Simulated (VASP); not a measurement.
# TlBaBr3 in VASP: one cell, several levels of theory, part 2 of 2

The system is TlBaBr3 in the cubic perovskite structure, a generated structure that needn't be the ground state.

VASP 6.6.1, plane waves, PAW.

## (3) r2SCAN at this geometry

Contents of INCAR:

```
ENCUT = 520.000000
SIGMA = 0.010000
EDIFF = 1.00e-07
ALGO = Normal
METAGGA = R2SCAN
PREC = Accurate
IBRION = -1
ISIF = 2
ISMEAR = 0
NBANDS = 30
NELM = 120
NSW = 0
LASPH = .TRUE.
LCHARG = .FALSE.
LWAVE = .FALSE.
LREAL = .FALSE.
```

Contents of KPOINTS:

```
KPOINTS created by Atomic Simulation Environment
0
Gamma
4 4 4
0 0 0
```

Contents of KPOINTS_OPT:

```
special points
5
Reciprocal
0.0000000000 0.0000000000 0.0000000000 1
0.0000000000 0.5000000000 0.0000000000 1
0.5000000000 0.5000000000 0.0000000000 1
0.5000000000 0.5000000000 0.5000000000 1
0.0000000000 0.0000000000 0.5000000000 1
```

Contents of POSCAR:

```
Tl Ba Br
 1.0000000000000000
     6.2293863488553747    0.0000000000000000   -0.0000000000000000
    -0.0000000000000000    6.2293863488553747   -0.0000000000000000
    -0.0000000000000000   -0.0000000000000000    6.2293863488553747
 Tl  Ba  Br
   1   1   3
Cartesian
  0.0000000000000000  0.0000000000000000  0.0000000000000000
  3.1146931744276873  3.1146931744276873  3.1146931744276873
  3.1146931744276873  3.1146931744276873 -0.0000000000000000
  3.1146931744276873  0.0000000000000000  3.1146931744276873
 -0.0000000000000000  3.1146931744276873  3.1146931744276873
```

Run with:

```
$ mpirun -np 1 vasp_std
```

Printed to the terminal (iteration lines stand in OSZICAR):

```text
POSCAR found type information on POSCAR TlBaBr
 POSCAR found :  3 types and       5 ions
 -----------------------------------------------------------------------------
|                                                                             |
|                                                                             |
|     You enforced a specific xc type in the INCAR file but a different       |
|     I HOPE YOU KNOW WHAT YOU ARE DOING!                                     |
|                                                                             |
 -----------------------------------------------------------------------------

 LDA part: xc-table for (None), standard interpolation
 POSCAR, INCAR and KPOINTS ok, starting setup
 FFT: planning ... GRIDC
 FFT: planning ... GRID_SOFT
 FFT: planning ... GRID
 WAVECAR not read
 entering main loop
 Start KPOINTS_OPT (optional k-point list driver)
k-point batch [1-5\5]
```

OSZICAR:

```text
N       E                     dE             d eps       ncg     rms          rms(c)
DAV:   1     0.190752294128E+03    0.19075E+03   -0.18673E+04   600   0.122E+03
DAV:   2    -0.112235933323E+03   -0.30299E+03   -0.29510E+03   864   0.246E+02
DAV:   3    -0.138824089936E+03   -0.26588E+02   -0.26462E+02   746   0.736E+01
DAV:   4    -0.139510016859E+03   -0.68593E+00   -0.68448E+00   896   0.103E+01
DAV:   5    -0.139517965684E+03   -0.79488E-02   -0.79477E-02   736   0.100E+00    0.525E+00
DAV:   6    -0.128141634466E+03    0.11376E+02   -0.35109E+00   712   0.109E+01    0.374E+00
DAV:   7    -0.127744012600E+03    0.39762E+00   -0.11167E+00   718   0.366E+00    0.187E+00
DAV:   8    -0.127694868445E+03    0.49144E-01   -0.21606E-01   730   0.181E+00    0.702E-01
DAV:   9    -0.127690235647E+03    0.46328E-02   -0.53930E-02   716   0.140E+00    0.291E-01
DAV:  10    -0.127692896880E+03   -0.26612E-02   -0.15719E-02   746   0.559E-01    0.162E-01
DAV:  11    -0.127693655665E+03   -0.75878E-03   -0.10269E-03   730   0.151E-01    0.327E-02
DAV:  12    -0.127693709718E+03   -0.54053E-04   -0.10034E-04   708   0.494E-02    0.129E-02
DAV:  13    -0.127693725257E+03   -0.15539E-04   -0.15561E-05   760   0.219E-02    0.410E-03
DAV:  14    -0.127693726625E+03   -0.13684E-05   -0.68927E-07   728   0.490E-03    0.169E-03
DAV:  15    -0.127693726690E+03   -0.64842E-07   -0.17008E-07   556   0.227E-03
   1 F= -.12769373E+03 E0= -.12769373E+03  d E =-.267305E-56
       N       E                     dE             ncg
DAV:   1     0.211013985375E+03   -0.38154E+04      300
DAV:   2    -0.125020774686E+04   -0.14612E+04      400
DAV:   3    -0.138304978740E+04   -0.13284E+03      386
DAV:   4    -0.138576880617E+04   -0.27190E+01      424
DAV:   5    -0.138582544487E+04   -0.56639E-01      392
DAV:   6    -0.138582645263E+04   -0.10078E-02      416
DAV:   7    -0.138582646442E+04   -0.11791E-04      412
DAV:   8    -0.138582646454E+04   -0.12738E-06      328
DAV:   9    -0.138582646455E+04   -0.17515E-08      222
```

OUTCAR, selected sections:

```text
k-points           NKPTS =     10   k-points in BZ     NKDIM =     10   number of bands    NBANDS=     30

   NELECT =      44.0000    total number of electrons

   dimension x,y,z NGX =    48 NGY =   48 NGZ =   48
   dimension x,y,z NGXF=    96 NGYF=   96 NGZF=   96

  energy-cutoff  :      520.00
  volume of cell :      241.73
      direct lattice vectors                 reciprocal lattice vectors
     6.229386349  0.000000000  0.000000000     0.160529456  0.000000000  0.000000000
     0.000000000  6.229386349  0.000000000     0.000000000  0.160529456  0.000000000
     0.000000000  0.000000000  6.229386349     0.000000000  0.000000000  0.160529456

 k-points in reciprocal lattice and weights: KPOINTS created by Atomic Simulation Env
   0.00000000  0.00000000  0.00000000       0.016
   0.25000000  0.00000000  0.00000000       0.094
   0.50000000  0.00000000  0.00000000       0.047
   0.25000000  0.25000000  0.00000000       0.188
   0.50000000  0.25000000  0.00000000       0.188
   0.50000000  0.50000000  0.00000000       0.047
   0.25000000  0.25000000  0.25000000       0.125
   0.50000000  0.25000000  0.25000000       0.188
   0.50000000  0.50000000  0.25000000       0.094
   0.50000000  0.50000000  0.50000000       0.016

 E-fermi :  -1.6264

 k-point     1 :       0.0000    0.0000    0.0000
  band No.  band energies     occupation
      1     -27.6549      2.00000
      2     -14.6673      2.00000
      3     -14.5912      2.00000
      4     -14.5912      2.00000
      5     -12.6812      2.00000
      6     -12.6812      2.00000
      7     -12.6797      2.00000
      8     -12.6797      2.00000
      9     -12.6797      2.00000
     10     -12.6132      2.00000
     11     -12.6132      2.00000
     12     -12.6132      2.00000
     13      -6.0653      2.00000
     14      -2.5088      2.00000
     15      -2.5088      2.00000
     16      -2.5088      2.00000
     17      -2.1007      2.00000
     18      -2.1007      2.00000
     19      -2.1007      2.00000
     20      -1.8659      2.00000
     21      -1.8659      2.00000
     22      -1.8659      2.00000
     23       2.7577      0.00000
     24       2.7577      0.00000
     25       2.7577      0.00000
     26       3.8995      0.00000
     27       3.8995      0.00000
     28       3.8995      0.00000
     29       4.4279      0.00000
     30       5.3247      0.00000

 k-point     2 :       0.2500    0.0000    0.0000
  band No.  band energies     occupation
      1     -27.6542      2.00000
      2     -14.7873      2.00000
      3     -14.6373      2.00000
      4     -14.5906      2.00000
      5     -12.6815      2.00000
      6     -12.6810      2.00000
      7     -12.6805      2.00000
      8     -12.6805      2.00000
      9     -12.6796      2.00000
     10     -12.6111      2.00000
     11     -12.6111      2.00000
     12     -12.3136      2.00000
     13      -6.0832      2.00000
     14      -2.7054      2.00000
     15      -2.4666      2.00000
     16      -2.4666      2.00000
     17      -2.2030      2.00000
     18      -2.1756      2.00000
     19      -2.1756      2.00000
     20      -2.1326      2.00000
     21      -1.8903      2.00000
     22      -1.8903      2.00000
     23       2.1214      0.00000
     24       2.6088      0.00000
     25       2.6088      0.00000
     26       3.9459      0.00000
     27       4.4338      0.00000
     28       4.4338      0.00000
     29       5.2055      0.00000
     30       5.5266      0.00000

 k-point     3 :       0.5000    0.0000    0.0000
  band No.  band energies     occupation
      1     -27.6535      2.00000
      2     -14.9205      2.00000
      3     -14.6402      2.00000
      4     -14.5900      2.00000
      5     -12.6819      2.00000
      6     -12.6814      2.00000
      7     -12.6814      2.00000
      8     -12.6807      2.00000
      9     -12.6796      2.00000
     10     -12.6090      2.00000
     11     -12.6090      2.00000
     12     -12.0347      2.00000
     13      -6.1009      2.00000
     14      -3.1528      2.00000
     15      -2.3655      2.00000
     16      -2.3655      2.00000
     17      -2.3191      2.00000
     18      -2.3191      2.00000
     19      -2.2128      2.00000
     20      -2.1637      2.00000
     21      -1.9006      2.00000
     22      -1.9006      2.00000
     23       1.6972      0.00000
     24       2.4862      0.00000
     25       2.4862      0.00000
     26       3.9954      0.00000
     27       5.1333      0.00000
     28       5.1333      0.00000
     29       5.6273      0.00000
     30       5.9775      0.00000

 k-point     4 :       0.2500    0.2500    0.0000
  band No.  band energies     occupation
      1     -27.6535      2.00000
      2     -14.7967      2.00000
      3     -14.7716      2.00000
      4     -14.6124      2.00000
      5     -12.6815      2.00000
      6     -12.6810      2.00000
      7     -12.6805      2.00000
      8     -12.6798      2.00000
      9     -12.6797      2.00000
     10     -12.6097      2.00000
     11     -12.3149      2.00000
     12     -12.3099      2.00000
     13      -6.0913      2.00000
     14      -2.7411      2.00000
     15      -2.6405      2.00000
     16      -2.4787      2.00000
     17      -2.4306      2.00000
     18      -2.2426      2.00000
     19      -2.2157      2.00000
     20      -2.1628      2.00000
     21      -1.9608      2.00000
     22      -1.9392      2.00000
     23       2.0469      0.00000
     24       2.4427      0.00000
     25       2.4791      0.00000
     26       4.4131      0.00000
     27       4.4516      0.00000
     28       4.7935      0.00000
     29       5.6143      0.00000
     30       6.0235      0.00000

[... the tables of k-points 5 to 10 left out ...]

  Total        0.3496978      0.3496978      0.3496978     -0.0000000      0.0000000     -0.0000000
  in kB        2.3177556      2.3177556      2.3177556     -0.0000000      0.0000000     -0.0000000
  external PRESSURE =       2.3177556 kB  Pullay stress =       0.0000000 kB

 POSITION                                       TOTAL-FORCE (eV/Angst)
 -----------------------------------------------------------------------------------
      0.00000      0.00000      0.00000         0.000000      0.000000      0.000000
      3.11469      3.11469      3.11469         0.000000      0.000000      0.000000
      3.11469      3.11469      0.00000         0.000000      0.000000      0.000000
      3.11469      0.00000      3.11469         0.000000      0.000000      0.000000
      0.00000      3.11469      3.11469         0.000000      0.000000      0.000000
 -----------------------------------------------------------------------------------
    total drift:                                0.000000     -0.000000     -0.000000

  FREE ENERGIE OF THE ION-ELECTRON SYSTEM (eV)
  ---------------------------------------------------
  free  energy   TOTEN  =      -127.6937266900 eV

  energy  without entropy=     -127.6937266900  energy(sigma->0) =     -127.69372669
```

Hardware: 1 MPI rank of Intel Xeon Platinum 8488C, shared host.

The levels at the points of KPOINTS_OPT are read from vasprun.xml.

Near the gap, in eV above the top of the last filled band v; c is the band after it:

```
point    v−1      v     c   c+1
    Γ  -0.13  -0.13  4.49  4.49
    X  -0.16  -0.16  3.43  4.22
    M  -0.30   0.00  3.95  3.95
    R   0.00   0.00  4.37  4.37
```

r2SCAN gives an indirect gap of 3.43 eV, from R to X; the least direct gap is 3.60 eV. The pressure is 0.23 GPa; the forces vanish within 0.01 eV/Å.

## (4) Results

The summary covers parts 1 to 2.

```
 level  gap (eV)  pressure (GPa)  Ansatz: gap (eV)  Ansatz: pressure (GPa)
   PBE      2.98            0.58              2.99                    0.34
r2SCAN      3.43            0.23              3.44                    0.01
```

In words: The gap spans 2.98 eV (PBE) to 3.43 eV (r2SCAN). Spin-orbit coupling is left out, though the cell holds Tl (Z = 81); in an element this heavy it can shift bands and gaps by tenths of an eV. The two programs agree on the gap within 0.01 eV, far less than the spread between functionals. Each program uses its own PAW datasets and cutoff.
